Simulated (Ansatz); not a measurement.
**GeNH₅ (built from SMILES [NH2][GeH3]): a reaction path by the nudged elastic band**

Aim: the minimum-energy path between two given structures and its highest point. Both ends were relaxed at PBE0-D4 in triple zeta. A second band with other settings follows.

Computed with Ansatz 0.2.0, Gaussian basis. Level: PBE0-D4/def2-SVP.

16 further runs of the same task are left out: 16 set aside as unsound or not needed.

## 1. The starting structure

The first end: 7 atoms, charge 0, spin multiplicity 1.

Atoms are counted from 1 here; the program's logs count them from 0.

Bond lengths: Ge1–N2 1.816 Å, Ge1–H5 1.602 Å, N2–H6 1.007 Å, N2–H7 1.007 Å, H3–H4 0.748 Å. Angles: N2–Ge1–H5 92.9°, Ge1–N2–H6 121.8°, Ge1–N2–H7 125.7°, H6–N2–H7 112.5°.

Geometry (Å):

```xyz
7
charge 0, multiplicity 1
Ge   -0.69489   -0.11637    1.00455
N     1.08319   -0.41146    0.78324
H    -1.39136    0.42727   -1.87941
H    -1.67014   -0.26713   -1.87781
H    -0.58023    1.41454    0.54780
H     1.49704   -1.31313    0.95737
H     1.75639    0.26617    0.46416
```

The second end:

```
atom     x (Å)     y (Å)     z (Å)
 Ge1  -1.19145   0.20808   0.80993
  N2   0.74587  -0.33310  -0.01418
  H3   0.82903   0.01938  -0.95958
  H4  -1.80968  -0.28598  -0.57953
  H5  -0.91993   1.67165   0.22592
  H6   0.85465  -1.34011  -0.03033
  H7   1.49152   0.05997   0.54768
```

## 2. The band at PBE0-D4/def2-SVP

neb/in.yaml

```yaml
crystal:
  periodic: [false, false, false]
  atoms:
    - {symbol: Ge, position_ang: [-0.694891, -0.116373, 1.004549]}
    - {symbol: N, position_ang: [1.083194, -0.411458, 0.783241]}
    - {symbol: H, position_ang: [-1.391363, 0.427269, -1.879408]}
    - {symbol: H, position_ang: [-1.670144, -0.267128, -1.877813]}
    - {symbol: H, position_ang: [-0.580227, 1.414544, 0.547797]}
    - {symbol: H, position_ang: [1.497042, -1.313126, 0.957372]}
    - {symbol: H, position_ang: [1.756390, 0.266173, 0.464162]}
basis:
  gaussian: {orbitals: def2-SVP}
hamiltonian: {xc: pbe0, dispersion: d4}
neb:
  images: 5
  climbing: true
  max_iterations: 40
  initial_path: idpp
  final_atoms:
    - {symbol: Ge, position_ang: [-1.191454, 0.208084, 0.809929]}
    - {symbol: N, position_ang: [0.745872, -0.333096, -0.014183]}
    - {symbol: H, position_ang: [0.829033, 0.019380, -0.959580]}
    - {symbol: H, position_ang: [-1.809681, -0.285982, -0.579529]}
    - {symbol: H, position_ang: [-0.919935, 1.671655, 0.225917]}
    - {symbol: H, position_ang: [0.854648, -1.340111, -0.030330]}
    - {symbol: H, position_ang: [1.491518, 0.059970, 0.547676]}
```

Launch:

```bash
$ ansatz run in.yaml --threads 2 --pin off --events-out ev --progress --plain --max-ram 4352MiB
```

## 3. The band at PBE0-D4/def2-SVP, other settings

neb/in.yaml: that of step 2 with these lines changed.

```diff
@@ -16,4 +16,5 @@
   climbing: true
-  max_iterations: 40
+  max_iterations: 25
   initial_path: idpp
+  spring: 10.0
   final_atoms:
```

Q: Predict the outcome of this session. Wanted: from earlier runs: barrier over the separately found saddle, CCSD(T)/def2-TZVPP.

The runs gave:

```
                                                                       quantity                                           value
                                                PBE0-D4/def2-SVP, 14 iterations  highest 0.945 eV (image 3), last end -0.646 eV
                                                PBE0-D4/def2-SVP, 14 iterations  highest 0.945 eV (image 3), last end -0.646 eV
from earlier runs: barrier over the separately found saddle, CCSD(T)/def2-TZVPP                                        1.234 eV
```

What this shows: The highest image lies 0.945 eV above the first end, and it climbed, so it estimates the saddle. The ends are not quite minima at this level (largest force component 0.48 eV/Å), so the heights are unreliable: relaxing the first end would lower it and raise the barrier above it. The highest image is 0.290 eV below the CCSD(T) barrier in triple zeta, which comes from separate runs on the saddle. The second band's highest image lies at 0.945 eV, at the same level with other band settings.
